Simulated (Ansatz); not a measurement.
**Cl₂GeHS radical: basis-set convergence**

One table from this session's results is given with a row withheld; the runs are named, their logs left out.

The runs use Ansatz 0.2.0, Gaussian basis; one geometry, several basis sets.

Levels to be run: PBE0-D4/def2-SVP; ωB97M-V/def2-SVP; PBE0-D4/def2-QZVPP; the functionals' def2-TZVPP values are taken from earlier runs.

3 further runs of the same task are left out: 3 that didn't finish.

### The relaxed structure

The geometry comes from an earlier relaxation with PBE0-D4 in a triple-zeta def2 set; it is a stationary point.

SMILES `[SH][Ge]([Cl])[Cl]`, 5 atoms, charge 0, spin multiplicity 2.

Atoms are counted from 1 here; the program's logs count them from 0.

Bond lengths: S1–Ge2 2.226 Å, S1–H5 1.345 Å, Ge2–Cl3 2.155 Å, Ge2–Cl4 2.165 Å. Angles: Ge2–S1–H5 92.0°, S1–Ge2–Cl3 105.6°, S1–Ge2–Cl4 110.5°, Cl3–Ge2–Cl4 108.7°.

Coordinates:

```xyz
5

S     0.1536    1.6171   -0.1945
Ge   -0.0181   -0.4490    0.6149
Cl    2.0058   -1.1123    0.9403
Cl   -0.9526   -1.7578   -0.8348
H    -1.1389    1.6284   -0.5673
```

The first run:

File in.yaml:

```yaml
crystal:
  periodic: [false, false, false]
  atoms:
    - {symbol: S, position_ang: [0.153602, 1.617094, -0.194546]}
    - {symbol: Ge, position_ang: [-0.018054, -0.448973, 0.614919]}
    - {symbol: Cl, position_ang: [2.005822, -1.112325, 0.940328]}
    - {symbol: Cl, position_ang: [-0.952628, -1.757842, -0.834837]}
    - {symbol: H, position_ang: [-1.138941, 1.628445, -0.567264]}
basis:
  gaussian: {orbitals: def2-SVP}
magnetization: {spin_polarized: true, initial_magnetization: 1}
hamiltonian: {xc: pbe0, dispersion: d4}
output: {orbitals: {seedname: orbitals}}
```

Steps of the session up to this table: PBE0-D4 in def2-SVP; ωB97M-V in def2-SVP; PBE0-D4 in def2-QZVPP.

One of the session's tables, all rows but one given; the rest of the session is left out.

It belongs to the step «Density functionals: the series». 

| functional | basis | HOMO (eV) | LUMO (eV) |
| --- | --- | --- | --- |
| PBE0-D4 | def2-SVP | -6.88 | -4.02 |
| PBE0-D4 | def2-TZVPP | -7.01 | -4.12 |
| PBE0-D4 | def2-QZVPP | -7.04 | -4.17 |
| ωB97M-V | def2-SVP | -8.76 | -2.15 |
| ωB97M-V | def2-TZVPP | ? | ? |

Q: Estimate the row for ωB97M-V, def2-TZVPP from the others.

The run gave: HOMO (eV): -8.92; LUMO (eV): -2.33. In the column «HOMO (eV)» it is the lowest.
